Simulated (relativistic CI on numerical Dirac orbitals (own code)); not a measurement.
# Re LI (Re⁵⁰⁺): levels and lines

The task is the spectrum of Re⁵⁰⁺: levels, purity of their labels, lifetimes and lines; further runs change one setting each.

Method: Dirac-Coulomb-Breit CI, KLI orbitals optimised for each configuration, model QED (radiative potential, 1s self-energy scaled to tabulated hydrogen-like ionisation energies). Code: relativistic CI on numerical Dirac orbitals (own code) version 2.

## (1) Starting point

```
ion                       : Re⁵⁰⁺ (Re LI)
nuclear charge            : 75
electrons                 : 25
isotope                   : A = 187
first configuration typed : [Ar] 3d7
```

Outer shells as boxes (Hund's rule):

first configuration typed
```
[Ar] core
3d [↑↓][↑↓][↑ ][↑ ][↑ ]
```

## (2) The main run

Input settings:

```ini
atom Re  Z=75  charge=50  electrons=25
nucleus A=187  rms_radius_fm=5.3698
hamiltonian dirac-coulomb  breit=on  qed=on  c_scale=1
orbitals kli  potential=per-configuration
slater_scale 1
correlation none
mixing on
configurations
  [Ar] 3d7
  [Ne] 3s2 3p5 3d8
  [Ne] 3s2 3p4 3d9
  [Ne] 3s 3p6 3d8
  [Ne] 3p6 3d9
  [Ne] 3s 3p5 3d9
  [Ar] 3d6 4s
  [Ar] 3d6 4p
  [Ne] 3s2 3p4 3d8 4s
  [Ar] 3d6 4d
  [Ne] 3s2 3p4 3d8 4p
  [Ne] 3s2 3p5 3d7 4s
  [Ar] 3d6 4f
  [Ne] 3s2 3p4 3d8 4d
  [Ne] 3s 3p5 3d8 4s
  [Ne] 3s2 3p5 3d7 4p
  [Ne] 3s 3p5 3d8 4p
  [Ne] 3s2 3p5 3d7 4d
  [Ar] 3d5 4s2
  [Ne] 3s 3p5 3d8 4d
  [Ne] 3s 3p6 3d7 4s
  [Ne] 3p6 3d8 4s
  [Ar] 3d5 4s 4p
  [Ne] 3s2 3p5 3d7 4f
  [Ne] 3p6 3d8 4p
  [Ar] 3d6 5s
  [Ne] 3s 3p6 3d7 4p
  [Ar] 3d5 4p2
  [Ar] 3d6 5p
  [Ne] 3p6 3d8 4d
  [Ne] 3s2 3p5 3d6 4s2
  [Ar] 3d6 5d
  [Ar] 3d6 5f
  [Ne] 3s 3p6 3d6 4s2
  [Ne] 3s2 3p5 3d7 5s
  [Ar] 3d6 6s
end
```

## (3) Correlation estimate p86

The settings differ from step 2 so:

```diff
@@ -5,3 +5,3 @@
 slater_scale 1
-correlation none
+correlation p86
 mixing on
```

## (4) Without configuration mixing

The settings differ from step 3 so:

```diff
@@ -5,4 +5,4 @@
 slater_scale 1
-correlation p86
-mixing on
+correlation none
+mixing off
 configurations
```

## (5) One common potential

The settings differ from step 4 so:

```diff
@@ -3,6 +3,6 @@
 hamiltonian dirac-coulomb  breit=on  qed=on  c_scale=1
-orbitals kli  potential=per-configuration
+orbitals kli  potential=mean
 slater_scale 1
 correlation none
-mixing off
+mixing on
 configurations
```

(Steps that only read results are left out.)

What does the calculation give? Wanted: lowest level; first excitation; lowest level of the other parity; fastest E1 line; ionisation energy.

As calculated:

| run | time | mean size of shift, levels followed (cm⁻¹) | lowest level | ionisation energy (eV) |
| --- | --- | --- | --- | --- |
| main run | 12 s | 0 | 3d7 [3d5/2^3] J=9/2 | 4609.4 |
| correlation estimate p86 | 12 s | 2.6 | 3d7 [3d5/2^3] J=9/2 | 4611.5 |
| without configuration mixing | 11 s | 4751 | 3d7 [3d5/2^3] J=9/2 | - |
| one common potential | 11 s | 77.7 | 3d7 [3d5/2^3] J=9/2 | - |

The tabulated theoretical ionisation energy (NIST) is 4609 eV.

```
                                                                         quantity                                                    value
                                                                     lowest level                                      3d7 [3d5/2^3] J=9/2
                                                                 first excitation                         3d7 [3d5/2^3] J=3/2, 105248 cm⁻¹
                                                 lowest level of the other parity                               3p5 3d8 4G°11/2, 419.33 eV
                                                              levels in the model                                                     9866
fastest E1 line (by rate) to the lowest level among the lowest 400 of 9866 levels  0.5677 nm, from 3p5 3d7 4s [3p3/2^3 3d5/2^3 4s] J=11/2°
                                                                ionisation energy                                                4609.4 eV
                                  ionisation energy, tabulated theoretical (NIST)                                                  4609 eV
```

**Reading.** The lowest level is 3d7 [3d5/2^3] J=9/2, 58 % pure in LS and 99 % in jj coupling; over the low levels the means are 59 and 99 %, so jj coupling describes them better. The ionisation energy agrees with the tabulated theoretical value within its uncertainty of 4 eV. The largest mover is «without configuration mixing» (4751 cm⁻¹ on average). Lifetimes count radiative decay inside the model alone.
